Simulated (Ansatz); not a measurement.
# TlPd3, space group I4/mmm: a single point from a YAML input

Computed with Ansatz 0.2.0 through its Python package.

Input file `scf.yaml`:
```yaml
crystal:
  lattice:
    - [-2.073, 2.073, 3.7485]
    - [2.073, -2.073, 3.7485]
    - [2.073, 2.073, -3.7485]
  atoms:
    - { symbol: Tl, position: [0.0, 0.0, 0.0] }
    - { symbol: Pd, position: [0.75, 0.25, 0.5] }
    - { symbol: Pd, position: [0.25, 0.75, 0.5] }
    - { symbol: Pd, position: [0.5, 0.5, 0.0] }
kpoints:
  mp_grid: { grid: [8, 8, 8] }
hamiltonian:
  xc: lda
scf:
  occupations: { method: cold, width: 0.05 }
output:
  stress: true
  eigenvalues: true
```

The cells in order, each with its output:

In [1]:
```python
import warnings

import ansatz as az
import numpy as np
```

In [2]:
```python
warnings.simplefilter('ignore', az.DeckWarning)
```

In [3]:
```python
result = az.Session.from_deck('scf.yaml').plan().execute()
data = result.report
```

In [4]:
```python
data['converged'], data['free_energy_ev']
```
Out [4]:
```text
(True, -31681.27803791697)
```

In [5]:
```python
data['n_iterations'], data['closed_by']
```
Out [5]:
```text
(6, 'deck_thresholds')
```

In [6]:
```python
data['mixing_algorithm'], data['preconditioner'], data['eigensolver']
```
Out [6]:
```text
('MSR1', 'Kerker', 'band_cg')
```

In [7]:
```python
print(f'free energy      {data["free_energy_ev"]:.5f} eV')
print(f'per atom         {data["free_energy_ev"] / len(result.lattice.sites):.5f} eV')
print(f'SCF iterations   {data["n_iterations"]}  (converged: {data["converged"]})')

sigma = data['stress_gpa']
voigt = [sigma[0][0], sigma[1][1], sigma[2][2], sigma[1][2], sigma[0][2], sigma[0][1]]
print('stress xx yy zz yz xz xy (GPa):', ' '.join(f'{s:.3f}' for s in voigt))
print('P =', round(10 * float(np.mean(voigt[:3])), 2), 'kbar')
```
```text
free energy      -31681.27804 eV
per atom         -7920.31951 eV
SCF iterations   6  (converged: True)
stress xx yy zz yz xz xy (GPa): -5.292 -5.292 -4.890 0.000 -0.000 0.000
P = -51.58 kbar
```

In [8]:
```python
fermi = data['fermi_energy_ev']
print('levels less the Fermi level (eV) at the first k-points')
for k, levels in list(zip(data['kpoints_frac'], data['eigenvalues_ev']))[:3]:
    print('k = ({:.3f}, {:.3f}, {:.3f})'.format(*k))
    print('   ', ' '.join(f'{e - fermi:.3f}' for e in levels))
```
```text
levels less the Fermi level (eV) at the first k-points
k = (0.000, 0.000, 0.000)
    -83.797 -83.779 -83.590 -49.675 -49.631 -49.631 -49.625 -49.553 -49.553 -49.404 -49.404 -49.321 -11.329 -11.302 -11.284 -11.281 -11.281 -9.505 -4.265 -4.100 -3.831 -3.819 -3.819 -3.016 -3.016 -2.652 -1.404 -1.368 -0.991 -0.843 -0.735 -0.735 -0.254 2.521 3.514 5.821 5.821 7.147 7.147 7.899 8.484
k = (0.000, 0.000, 0.125)
    -83.796 -83.780 -83.591 -49.673 -49.635 -49.633 -49.615 -49.564 -49.546 -49.409 -49.401 -49.321 -11.298 -11.295 -11.280 -11.275 -11.256 -9.215 -4.350 -4.086 -3.973 -3.653 -3.566 -3.076 -2.996 -2.653 -1.477 -1.373 -1.370 -1.066 -1.032 -1.023 -0.341 2.946 3.537 4.582 5.461 6.012 7.293 8.116 9.418
k = (0.000, 0.000, 0.250)
    -83.792 -83.783 -83.591 -49.670 -49.655 -49.636 -49.595 -49.575 -49.534 -49.419 -49.394 -49.322 -11.343 -11.271 -11.265 -11.217 -11.195 -8.442 -5.013 -3.714 -3.671 -3.304 -3.258 -3.217 -2.821 -2.560 -2.273 -1.923 -1.543 -1.339 -1.331 -1.114 -0.455 2.443 2.632 3.171 5.403 5.453 5.739 9.308 11.236
```

Absolute energies stand on the zero of these potentials, so only differences at equal settings mean something. For a metal this k-point mesh is coarse: on a finer one energies can move by several to tens of meV an atom and pressures by half a GPa or more, differences at one mesh by less. At these settings the cell as given stands under about -5 GPa, so it isn't at this functional's equilibrium volume. The starting cell is as deposited in a crystallographic database; the results hold for this polymorph, which needn't be the stable one. Gaps and levels are Kohn-Sham values on a finite set of k-points, without spin-orbit coupling. Timing: 3.5 s on 1 thread of Intel(R) Xeon(R) 6975P-C (Granite Rapids), on a shared host, peak memory 0.48 GiB.

(Lines on the test bed's own set-up are left out of the output.)
